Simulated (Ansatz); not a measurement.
This was printed by a script on the Python package of Ansatz (0.2.0), for a ladder of methods at one geometry of C2H5BOSi, SMILES O=C1BC[SiH2]1. What did the script look like? Level of theory (for the species named): r2scan0, cc-pVDZ basis, multiplicity 1. The script varies functional: r2scan0, b3lyp, blyp, lc_wpbe, pbe, hf.

```tsv
atom	x (Å)	y (Å)	z (Å)
O	1.1609	0.1300	2.2788
C	0.5715	0.0164	1.1826
B	0.0705	-1.2826	0.3104
C	-0.3776	-0.3809	-0.8823
Si	-0.0193	1.1520	-0.1415
H	0.1526	-2.4322	0.5163
H	0.1400	-0.5682	-1.8130
H	-1.5100	-0.4886	-1.0090
H	-1.1893	1.9536	0.3472
H	1.0839	1.8494	-0.7866
```

```console
$ python methods_c2h5bosi.py
INFO:ansatz_job:functional    E (Ha)        dipole (D)   HOMO (eV)  LUMO (eV)
INFO:ansatz_job:r2scan0       -468.538151     3.298      -6.197     -3.012
INFO:ansatz_job:b3lyp         -468.713480     3.113      -5.748     -3.247
INFO:ansatz_job:blyp          -468.615353     2.887      -4.422     -3.861
INFO:ansatz_job:lc_wpbe       -468.473619     3.314      -8.621     -0.676
INFO:ansatz_job:pbe           -468.313432     2.919      -4.568     -4.081
INFO:ansatz_job:hf            -467.034640     3.717      -9.503      0.774
```

The script that was run (others could print the same):

`methods_c2h5bosi.py`
```python
from pathlib import Path
import logging
import sys

import ansatz as az
import numpy as np

logging.basicConfig(stream=sys.stdout, format="%(levelname)s:%(name)s:%(message)s")
logger = logging.getLogger("ansatz_job")
logger.setLevel(logging.INFO)


def main() -> None:
    c2h5bosi = (
        az.Crystal.molecule()
        .atom("O", (1.1609, 0.13, 2.2788))
        .atom("C", (0.5715, 0.0164, 1.1826))
        .atom("B", (0.0705, -1.2826, 0.3104))
        .atom("C", (-0.3776, -0.3809, -0.8823))
        .atom("Si", (-0.0193, 1.152, -0.1415))
        .atom("H", (0.1526, -2.4322, 0.5163))
        .atom("H", (0.14, -0.5682, -1.813))
        .atom("H", (-1.51, -0.4886, -1.009))
        .atom("H", (-1.1893, 1.9536, 0.3472))
        .atom("H", (1.0839, 1.8494, -0.7866))
    )

    calc = c2h5bosi.calculation().basis(gaussian="cc-pVDZ")

    logger.info("functional    E (Ha)        dipole (D)   HOMO (eV)  LUMO (eV)")
    for name in ["r2scan0", "b3lyp", "blyp", "lc_wpbe", "pbe", "hf"]:
        data = calc.functional(name).forces().orbitals().run(runs_dir="runs").report
        lines = Path(data["orbitals_path"]).read_text().splitlines()
        field_of = lambda key: [line.split("=")[1].strip() for line in lines if line.startswith(key)]
        orbitals = [(27.211386 * float(e), s, float(n)) for e, s, n in zip(field_of("Ene="), field_of("Spin="), field_of("Occup="))]
        homo = max(e for e, _, n in orbitals if n > 0.5)
        lumo = min(e for e, _, n in orbitals if n < 0.5)
        dipole = 4.803205 * np.linalg.norm(data["charge_distribution"]["dipole_moment_e_ang"])
        logger.info(f"{name:10s} {data['free_energy_ev'] / 27.211386246:14.6f} {dipole:9.3f} {homo:11.3f} {lumo:10.3f}")


if __name__ == "__main__":
    main()
```

What to keep in mind:
- Total energies depend on the basis set; only differences at equal settings carry meaning.
- The geometry is a force-field or estimated start, not a minimum of this method, and the basis set is short of its limit. A lower total doesn't mark the better method: functionals have no common bound, and MP2 and coupled cluster aren't variational.
- b3lyp holds the VWN-RPA fit, as in Gaussian; the form of ORCA and Turbomole is b3lyp5.
- Levels such as HOMO and LUMO are orbital energies: with these approximate functionals they aren't the ionisation energy and electron affinity, and their gap isn't the fundamental gap.
- For Al to Cl the sets with a tight d function, cc-pV(X+d)Z, are usual.
- Wall time of the script: 28 s on 1 thread of Arm Neoverse V1, with other jobs on the host, peak memory 0.28 GiB.
